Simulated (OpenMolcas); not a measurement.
# GaH2O (SMILES [O][GaH2]): USPW92/Ahlrichs_VTZ

Aim: the vertical electron affinity of GaH2O at USPW92/Ahlrichs_VTZ, from 2 runs. 

The calculation is run with OpenMolcas 26.06.

6 further runs of the same task are left out: 6 set aside as unsound or not needed.

## 1. The structure to begin with

GaH2O: 4 atoms, total charge 0, spin state doublet. As SMILES, `[O][GaH2]`. Geometry: relaxed at PBE0-D4/def2-TZVP.

Bond lengths: O1–Ga2 1.794 Å, Ga2–H3 1.556 Å, Ga2–H4 1.556 Å. Angles: O1–Ga2–H3 114.9°, O1–Ga2–H4 114.9°, H3–Ga2–H4 130.2°.

## 2. Energy and forces at USPW92/Ahlrichs_VTZ

test.input reads:

```
&GATEWAY
Coord
4
angstrom
O       -0.885700      -0.494600       1.322100
Ga       0.078800       0.019500      -0.100900
H       -0.675200      -0.040800      -1.460300
H        1.537600       0.455600       0.218700
Basis = Ahlrichs_VTZ
Group = NoSym
&SEWARD
&SCF
UHF
Spin = 2
KSDFT = 2
1.0 LDA_X
1.0 LDA_C_PW
PrOrbitals = 1 2
&ALASKA
```

The run is started by

```bash
$ export MOLCAS_MEM=1860
$ pymolcas test.input > test.log
```

Log:

```text
--- Start Module: gateway ---
[...]
--- Stop Module: gateway /rc=_RC_ALL_IS_WELL_ ---
[...]
      Basis functions           57
[...]
--- Start Module: scf ---
[...]
       Convergence after  15 Iterations
[...]
::    Total KS-DFT energy                           -1997.5680362535
[...]
      Total spin, S                                     0.5032290639
[...]
      Total electronic charge=   41.000000
      Total            charge=   -0.000000
[...]
      Dipole Moment (debye):
      Origin of the operator (angstrom)=   -0.0905   -0.0707    0.1489
                   X=  1.5065E+00               Y=  8.0293E-01               Z= -2.2228E+00           Total=  2.8027E+00
      Quadrupole Moment (debye*angstrom):
[...]
--- Stop Module: scf /rc=_RC_ALL_IS_WELL_ ---
[...]
--- Start Module: alaska ---
[...]
 *              Molecular gradients               *
 **************************************************
  Irreducible representation: a
 ------------------------------------------------------------------------------------------
                              X                       Y                       Z
 ------------------------------------------------------------------------------------------
  O1               -5.84577592400315E-03   -3.11460536612351E-03    8.62222161762105E-03
  GA2               7.37765530271339E-03    3.93469491485909E-03   -1.09253952834987E-02
  H3               -4.33347455472521E-04   -3.36534812825778E-04    1.41191013827946E-03
  H4               -1.09853192322795E-03   -4.83554735902114E-04    8.91263527570629E-04
 ------------------------------------------------------------------------------------------
--- Stop Module: alaska /rc=_RC_ALL_IS_WELL_ ---
[...]
```

Wall time 5.4 s (1 thread of Arm Neoverse V1, shared host); peak memory 0.39 GiB.

## 3. The singlet anion at the same level

test.inp reads:

```
* GaH2O Kohn-Sham DFT
>>> EXPORT MOLCAS_PRINT=2
&GATEWAY
Coord
4
angstrom
O       -0.885700      -0.494600       1.322100
Ga       0.078800       0.019500      -0.100900
H       -0.675200      -0.040800      -1.460300
H        1.537600       0.455600       0.218700
Basis=Ahlrichs_VTZ
Group=NoSym
&SEWARD
&SCF
Charge=-1
KSDFT=2
1.0 LDA_X
1.0 LDA_C_PW
PrOrbitals=1 2
&ALASKA
```

The run is started by

```bash
$ export MOLCAS_MEM=1860
$ pymolcas test.inp > test.log
```

Log:

```text
--- Start Module: gateway ---
[...]
--- Stop Module: gateway /rc=_RC_ALL_IS_WELL_ ---
[...]
      Basis functions           57
[...]
--- Start Module: scf ---
[...]
       Convergence after  20 Iterations
[...]
::    Total KS-DFT energy                           -1997.6578672493
[...]
      Total spin, S                                     0.0000000000
[...]
      Total electronic charge=   42.000000
      Total            charge=   -1.000000
[...]
      Dipole Moment (debye):
      Origin of the operator (angstrom)=   -0.0905   -0.0707    0.1489
                   X=  2.1979E+00               Y=  1.1715E+00               Z= -3.2430E+00           Total=  4.0890E+00
      Center of Charge (angstrom)
[...]
--- Stop Module: scf /rc=_RC_ALL_IS_WELL_ ---
[...]
--- Start Module: alaska ---
[...]
 *              Molecular gradients               *
 **************************************************
  Irreducible representation: a
 ------------------------------------------------------------------------------------------
                              X                       Y                       Z
 ------------------------------------------------------------------------------------------
  O1               -1.40911645805168E-02   -7.50894583935757E-03    2.07859308482234E-02
  GA2               2.93628872187757E-02    1.56538075817654E-02   -4.33589993018124E-02
  H3               -2.00483822949504E-03   -2.81038357083974E-03    1.55676094488459E-02
  H4               -1.32668844087460E-02   -5.33447817158095E-03    7.00545900475968E-03
 ------------------------------------------------------------------------------------------
--- Stop Module: alaska /rc=_RC_ALL_IS_WELL_ ---
[...]
```

Wall time 5.4 s (1 thread of Arm Neoverse V1, shared host); peak memory 0.39 GiB.

## 4. What came out

At USPW92/Ahlrichs_VTZ:

| quantity | value |
| --- | --- |
| doublet GaH2O: total energy | -1997.56804 Eh |
| doublet GaH2O: dipole moment | 2.80 D |
| doublet GaH2O: HOMO energy (highest over α and β) | -6.99 eV |
| doublet GaH2O: LUMO energy (lowest over α and β) | -6.22 eV |
| doublet GaH2O: ⟨S²⟩ | 0.756 |
| doublet GaH2O: largest force on an atom | 0.707 eV/Å |
| singlet anion: total energy | -1997.65787 Eh |
| singlet anion: HOMO energy | 1.27 eV |
| singlet anion: LUMO energy | 3.53 eV |
| singlet anion: HOMO–LUMO gap (to an unbound level, set by the basis) | 2.26 eV |
| singlet anion: largest force on an atom | 2.810 eV/Å |
| vertical electron affinity (to the singlet anion) | 2.444 eV |

**Reading.** At fixed nuclei the extra electron is bound by 2.44 eV (236 kJ/mol). The largest force (doublet GaH2O) is 0.71 eV/Å: the shape isn't a stationary point for this species at this level. The HOMO (singlet anion) lies at positive energy, 1.27 eV, as semi-local functionals often give for anions; only total energies tell whether the electron is bound.
